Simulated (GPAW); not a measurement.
Crystal: TiPd.

```
Pd Ti
1.0
     4.57045    0.00000    0.00000
     0.00000    2.77509    0.00000
     0.00000    0.00000    4.87578
Pd Ti
2 2
Direct
  0.75000 0.50000 0.81340
  0.25000 0.50000 0.18660
  0.75000 0.00000 0.29752
  0.25000 0.00000 0.70248
```

The cell comes from a database or a generator and needn't be the stable form of this composition.

| Quantity | Value |
| --- | --- |
| Program | GPAW 26.7.0 |
| Task | single point |
| Functional | PBEsol |
| Potentials or basis | PAW data sets generated in the run's folder for this functional |
| Cutoff | 600 eV |
| Basis | pw |
| k mesh | 6 × 10 × 6 |
| Occupations | fermi-dirac, width 0.05 eV |
| Spin | no spin polarisation |

On this cell: pressure -3.9 GPa; largest force 0.007 eV/Å; band gap on the k mesh none (metal or under the smearing width).

The same run follows on a disturbed copy (atoms moved at random, drawn with an rms of 0.05 Å):

```
CELL_PARAMETERS angstrom
4.57045 0.00000 0.00000
0.00000 2.77509 0.00000
0.00000 0.00000 4.87578
ATOMIC_POSITIONS crystal
Pd 0.75206 0.49653 0.81954
Pd 0.26179 0.51500 0.18436
Ti 0.75419 0.00182 0.29834
Ti 0.24904 0.99114 0.70688
```

Question: What does the disturbed cell give?

Answer: The energy (extrapolated to zero smearing) moves by +3.4 meV/atom; pressure -3.6 GPa; largest force 0.345 eV/Å; band gap on the k mesh none (metal or under the smearing width).

Forces on the atoms (eV/Å):
```
Pd   0.016  0.002 -0.203
Pd  -0.213 -0.149  0.226
Ti   0.131  0.062  0.118
Ti   0.067  0.085 -0.140
```

Stress tensor (GPa, compression positive):
```
-3.78  0.01 -0.16
 0.01 -3.74 -0.47
-0.16 -0.47 -3.25
```
